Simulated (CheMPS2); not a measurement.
**DMRG/ANO-RCC-MB run of InSiH5 (SMILES [SiH3][InH2])**

Aim: the energy change on altering one bond length of InSiH5 at DMRG/ANO-RCC-MB, from 2 runs. 

Program for the calculation: CheMPS2 1.8.12.

2 further runs of the same task are left out: 1 that didn't finish, 1 set aside as unsound or not needed.

## Step 1: The system as given

InSiH5 has 7 atoms, charge 0, and is taken as a singlet. As SMILES, `[SiH3][InH2]`. The shape is that of a PBE0-D4/def2-TZVP optimisation.

Bond lengths: Si1–In2 2.575 Å, Si1–H3 1.488 Å, Si1–H4 1.491 Å, Si1–H5 1.491 Å, In2–H6 1.729 Å, In2–H7 1.730 Å. Angles: Si1–In2–H6 122.1°, Si1–In2–H7 119.9°, In2–Si1–H3 113.2°, In2–Si1–H4 110.5°, In2–Si1–H5 110.1°, H6–In2–H7 118.0°, H3–Si1–H4 107.8°, H3–Si1–H5 107.7°, H4–Si1–H5 107.3°.

## Step 2: A single-point energy at DMRG/ANO-RCC-MB

Input file integrals.py:

```python
from pyscf import ao2mo, cc, dft, gto, mcscf, mp, scf
from pyscf.tools import fcidump

geom = "mol.xyz"
mol = gto.M(
    atom=geom,
    basis="ano-rcc-mb",
    charge=0,
    verbose=3,
)
print("basis functions               : %d" % (mol.nao))
mf = scf.RHF(mol)
mf.conv_tol = 1e-10
mf.max_cycle = 200
mf.kernel()
if not mf.converged:
    mf = mf.newton().run(mf.mo_coeff, mf.mo_occ)
print("reference energy              : %.10f" % (mf.e_tot))
# MP2, CCSD and CCSD(T) with the same frozen core
ref = mf
pt = mp.MP2(ref, frozen=23).run()
mycc = cc.CCSD(ref, frozen=23)
mycc.max_cycle = 150
mycc.kernel()
print(f"E(MP2)                        : {pt.e_tot:.10f}")
if mycc.converged:
    print("CCSD total energy             : %.10f" % (mycc.e_tot))
    print("E(CCSD(T))                    : %.10f" % (mycc.e_tot + mycc.ccsd_t()))
    print(f"T1                            : {mycc.get_t1_diagnostic():.4f}")
# a few density functionals on the same geometry and basis
ks = dft.RKS(mol, xc="m062x").set(conv_tol=1e-9, verbose=3).run()
if ks.converged:
    print(f"E(M06-2X)                     : {ks.e_tot:.8f}")
ks = dft.RKS(mol, xc="pbe").set(conv_tol=1e-9, verbose=3).run()
if ks.converged:
    print("E(PBE)                        : %.8f" % (ks.e_tot))
ks = dft.RKS(mol, xc="revpbe").set(conv_tol=1e-9, verbose=3).run()
if ks.converged:
    print("E(revPBE)                     : %.8f" % (ks.e_tot))
ks = dft.RKS(mol, xc="r2scan").set(conv_tol=1e-9, verbose=3).run()
if ks.converged:
    print(f"E(r2SCAN)                     : {ks.e_tot:.8f}")
ks = dft.RKS(mol, xc="b3lyp").set(conv_tol=1e-9, verbose=3).run()
if ks.converged:
    print("E(B3LYP)                      : %.8f" % (ks.e_tot))
# write the integrals of the correlated orbitals
cas = mcscf.CASCI(mf, 18, 22)
h1, ecore = cas.get_h1eff()
fcidump.from_integrals("FCIDUMP", h1, cas.get_h2eff(), 18, 22, nuc=ecore, ms=0)
```

Input file dmrg.input:

```
FCIDUMP = FCIDUMP
GROUP = 0
MULTIPLICITY = 1
NELECTRONS = 22
IRREP = 0
EXCITATION = 0
SWEEP_STATES = 150, 200, 200
SWEEP_ENERGY_CONV = 1e-04, 1e-04, 1e-06
SWEEP_MAX_SWEEPS = 3, 4, 6
SWEEP_NOISE_PREFAC = 0.05, 0.005, 0.0
SWEEP_DVDSON_RTOL = 3e-04, 3e-04, 3e-05
NOCC = 0
NACT = 18
NVIR = 0
MOLCAS_FIEDLER = TRUE
PRINT_CORR = FALSE
TMP_FOLDER = .
```

Command:

```bash
$ python integrals.py && chemps2 --file=dmrg.input
```

Output:

```text
$ python integrals.py
basis functions               : 41
converged SCF energy = -5879.12491765417
reference energy              : -5879.1249176542
E(RMP2) = -5879.18553193181  E_corr = -0.0606142776397237
E(SCS-RMP2) = -5879.19540851386  E_corr = -0.0704908596923249
E(CCSD) = -5879.216115095699  E_corr = -0.09119744152832444
E(MP2)                        : -5879.1855319318
CCSD total energy             : -5879.2161150957
CCSD(T) correction = -0.000657661771290514
E(CCSD(T))                    : -5879.2167727575
T1                            : 0.0037
converged SCF energy = -5883.00279531986
E(M06-2X)                     : -5883.00279532
converged SCF energy = -5881.93863407196
E(PBE)                        : -5881.93863407
converged SCF energy = -5882.29343822847
E(revPBE)                     : -5882.29343823
converged SCF energy = -5882.48589484627
E(r2SCAN)                     : -5882.48589485
converged SCF energy = -5882.60498438886
E(B3LYP)                      : -5882.60498439

$ chemps2 --file=dmrg.input

Running chemps2 version 1.8.12 () with the following options:

[... 105 lines left out ...]
***     Minimum energy           = -5879.17640431915
[... 8 lines left out ...]
***     Maximum discarded weight = 4.07411086281377e-06
[... 13 lines left out ...]
***     Minimum energy           = -5879.21691142646
[... 7 lines left out ...]
***     Maximum discarded weight = 1.05492176918957e-05
[... 14 lines left out ...]
***     Maximum discarded weight = 3.89898122801444e-06
[... 14 lines left out ...]
***     Maximum discarded weight during the last sweep     = 5.55811812952441e-06
[... 12 lines left out ...]
***     Minimum energy           = -5879.2170287084
[... 8 lines left out ...]
***     Maximum discarded weight = 6.01225332676857e-06
[... 14 lines left out ...]
***     Maximum discarded weight during the last sweep     = 6.0169095071077e-06
******************************************************************
```

Run time: 2.7 min. Hardware: 1 thread of Intel Xeon Platinum 8488C (Sapphire Rapids), shared host; peak memory 0.29 GiB.

## Step 3: The distorted shape: a single-point energy at DMRG/ANO-RCC-MB

Input file prepare.py:

```python
from pyscf import ao2mo, cc, dft, gto, mcscf, mp, scf
from pyscf.tools import fcidump

mol = gto.M(atom="""
Si    -0.231298    -0.722613    -0.695645
In     1.266602     0.756487     0.786955
H     -2.119900    -0.371100    -0.463600
H      0.003802    -2.164413    -0.399445
H      0.097802    -0.506613    -2.133545
H      0.614902     1.980987     1.818455
H      2.982902     0.540687     0.765555
""", basis="ano-rcc-mb", spin=0, verbose=3, max_memory=2000)
print("nao = %d" % (mol.nao))
mf = scf.RHF(mol)
mf.conv_tol = 1e-10
mf.max_cycle = 200
mf.kernel()
if not mf.converged:
    mf = mf.newton().run(mf.mo_coeff, mf.mo_occ)
print("reference energy = %.10f" % (mf.e_tot))
ref = mf
pt = mp.MP2(ref, frozen=23).run()
mycc = cc.CCSD(ref, frozen=23)
mycc.max_cycle = 150
mycc.kernel()
print(f"E(MP2) = {pt.e_tot:.10f}")
if mycc.converged:
    print(f"CCSD total energy = {mycc.e_tot:.10f}")
    print("CCSD(T) total energy = %.10f" % (mycc.e_tot + mycc.ccsd_t()))
    print(f"T1 diagnostic = {mycc.get_t1_diagnostic():.4f}")
ks = dft.RKS(mol, xc="m062x").set(conv_tol=1e-9, verbose=3).run()
if ks.converged:
    print("E(M06-2X) = %.8f" % (ks.e_tot))
ks = dft.RKS(mol, xc="pbe").set(conv_tol=1e-9, verbose=3).run()
if ks.converged:
    print("E(PBE) = %.8f" % (ks.e_tot))
ks = dft.RKS(mol, xc="revpbe").set(conv_tol=1e-9, verbose=3).run()
if ks.converged:
    print("E(revPBE) = %.8f" % (ks.e_tot))
ks = dft.RKS(mol, xc="r2scan").set(conv_tol=1e-9, verbose=3).run()
if ks.converged:
    print(f"E(r2SCAN) = {ks.e_tot:.8f}")
ks = dft.RKS(mol, xc="b3lyp").set(conv_tol=1e-9, verbose=3).run()
if ks.converged:
    print(f"E(B3LYP) = {ks.e_tot:.8f}")
occ_no, mo = mcscf.addons.make_natural_orbitals(mp.MP2(mf, frozen=23).run())
mf.mo_coeff = mo
cas = mcscf.CASCI(mf, 18, 22)
h1, ecore = cas.get_h1eff()
fcidump.from_integrals("FCIDUMP", h1, cas.get_h2eff(), 18, 22, nuc=ecore, ms=0)
```

Input file chemps2.input:

```
FCIDUMP = FCIDUMP
GROUP = 0
MULTIPLICITY = 1
NELECTRONS = 22
IRREP = 0
EXCITATION = 0
SWEEP_STATES = 150, 200, 200
SWEEP_ENERGY_CONV = 1e-04, 1e-04, 1e-06
SWEEP_MAX_SWEEPS = 2, 3, 6
SWEEP_NOISE_PREFAC = 0.05, 0.005, 0.0
SWEEP_DVDSON_RTOL = 3e-05, 3e-05, 3e-06
NOCC = 0
NACT = 18
NVIR = 0
MOLCAS_FIEDLER = TRUE
PRINT_CORR = TRUE
TMP_FOLDER = .
```

Command:

```bash
$ python prepare.py && chemps2 --file=chemps2.input
```

Output:

```text
$ python prepare.py
nao = 41
converged SCF energy = -5879.08962401326
reference energy = -5879.0896240133
E(RMP2) = -5879.15712306375  E_corr = -0.0674990504961119
E(SCS-RMP2) = -5879.1682215088  E_corr = -0.0785974955424068
E(CCSD) = -5879.194231076414  E_corr = -0.1046070631591193
E(MP2) = -5879.1571230638
CCSD total energy = -5879.1942310764
CCSD(T) correction = -0.000837923045602235
CCSD(T) total energy = -5879.1950689995
T1 diagnostic = 0.0039
converged SCF energy = -5882.97305338285
E(M06-2X) = -5882.97305338
converged SCF energy = -5881.9149333297
E(PBE) = -5881.91493333
converged SCF energy = -5882.27041457139
E(revPBE) = -5882.27041457
converged SCF energy = -5882.45908348254
E(r2SCAN) = -5882.45908348
converged SCF energy = -5882.57836114534
E(B3LYP) = -5882.57836115
E(RMP2) = -5879.15712306375  E_corr = -0.0674990504961119
E(SCS-RMP2) = -5879.1682215088  E_corr = -0.0785974955424068

$ chemps2 --file=chemps2.input

Running chemps2 version 1.8.12 () with the following options:

   FCIDUMP            = FCIDUMP
   GROUP              = c1
   MULTIPLICITY       = 1
   NELECTRONS         = 22
   IRREP              = A
   EXCITATION         = 0
   SWEEP_STATES       = [ 150 ; 200 ; 200 ]
   SWEEP_ENERGY_CONV  = [ 0.0001 ; 0.0001 ; 1e-06 ]
   SWEEP_MAX_SWEEPS   = [ 2 ; 3 ; 6 ]
   SWEEP_NOISE_PREFAC = [ 0.05 ; 0.005 ; 0 ]
   SWEEP_DVDSON_RTOL  = [ 3e-05 ; 3e-05 ; 3e-06 ]
[... 56 lines left out ...]
***     Minimum energy           = -5878.41913618191
[... 37 lines left out ...]
***     Minimum energy           = -5879.1880229407
[... 7 lines left out ...]
***     Minimum energy           = -5879.19507748757
[... 6 lines left out ...]
***     Minimum energy           = -5879.19520711479
[... 8 lines left out ...]
***     Maximum discarded weight during the last sweep     = 2.97668169717101e-05
[... 6 lines left out ...]
***     Maximum discarded weight = 1.2195651987541e-05
[... 6 lines left out ...]
***     Maximum discarded weight = 1.60626621722845e-05
[... 7 lines left out ...]
***     Maximum discarded weight = 1.69746833884502e-05
[... 6 lines left out ...]
***     Maximum discarded weight = 1.72508469768668e-05
[... 13 lines left out ...]
***     Minimum energy           = -5879.1953467569
[... 6 lines left out ...]
***     Minimum energy           = -5879.19534684278
[... 8 lines left out ...]
***     Maximum discarded weight during the last sweep     = 1.73439284633238e-05
[... 120 lines left out ...]

   Columns 17 to 18

    0.000100    0.000020
    0.000013    0.000168
    0.000148    0.000140
[... 14 lines of this table left out ...]
    0.000431   -0.000003

--------------------------------------------------------
Two-orbital mutual information = 0.5 * ( s1(i) + s1(j) - s2(i,j) ) * ( 1 - delta(i,j) )
Hamiltonian index order is used!

   Columns 1 to 8

    0           0.000021    0.000039    0.000044    0.000014    0.000017    0.000202    0.000063
    0.000021    0           0.000019    0.000033    0.000023    0.000022    0.000192    0.000052
    0.000039    0.000019    0           0.000037    0.000016    0.000031    0.000235    0.000084
[... 14 lines of this table left out ...]
    0.000172    0.000906    0.000769    0.000482    0.000038    0.001271    0.010573    0.000636

   Columns 9 to 16

    0.000001    0.000075    0.000003    0.000004    0.000122    0.000106    0.000004    0.000055
    0.000001    0.000124    0.000002    0.000011    0.000121    0.000103    0.000010    0.000168
    0.000003    0.000045    0.000003    0.000005    0.000070    0.000052    0.000068    0.000016
[... 14 lines of this table left out ...]
    0.002510    0.000207    0.000272    0.000185    0.000450    0.000318    0.001820    0.000256

   Columns 17 to 18

    0.000361    0.000172
    0.000051    0.000906
    0.000426    0.000769
[... 12 lines of this table left out ...]
    0.001279    0.000256
    0           0.001122
    0.001122    0

--------------------------------------------------------
```

Wall time 3.3 min (1 thread of Intel Xeon Platinum 8488C (Sapphire Rapids), shared host); peak memory 0.29 GiB.

## Step 4: Outcome

At DMRG/ANO-RCC-MB, 23 core orbitals frozen:

| quantity | value |
| --- | --- |
| run 1, DMRG/ANO-RCC-MB: total energy | -5879.21703 Eh |
| run 1, DMRG/ANO-RCC-MB: T1 diagnostic of the CCSD step | 0.004 |
| distorted shape: total energy | -5879.19535 Eh |
| distorted shape: T1 diagnostic of the CCSD step | 0.004 |
| energy change with the Si1–H3 bond stretched from 1.488 to 1.935 Å | 0.590 eV |

With the Si1–H3 bond stretched from 1.488 to 1.935 Å the energy rises by 0.59 eV (56.9 kJ/mol). The first shape isn't relaxed at this level, so the change isn't measured from a minimum. The minimal basis adds a large error of its own. The basis (run 1, DMRG/ANO-RCC-MB) was made for a relativistic Hamiltonian, but the run is non-relativistic. The basis (distorted shape) was made for a relativistic Hamiltonian, but the run is non-relativistic.
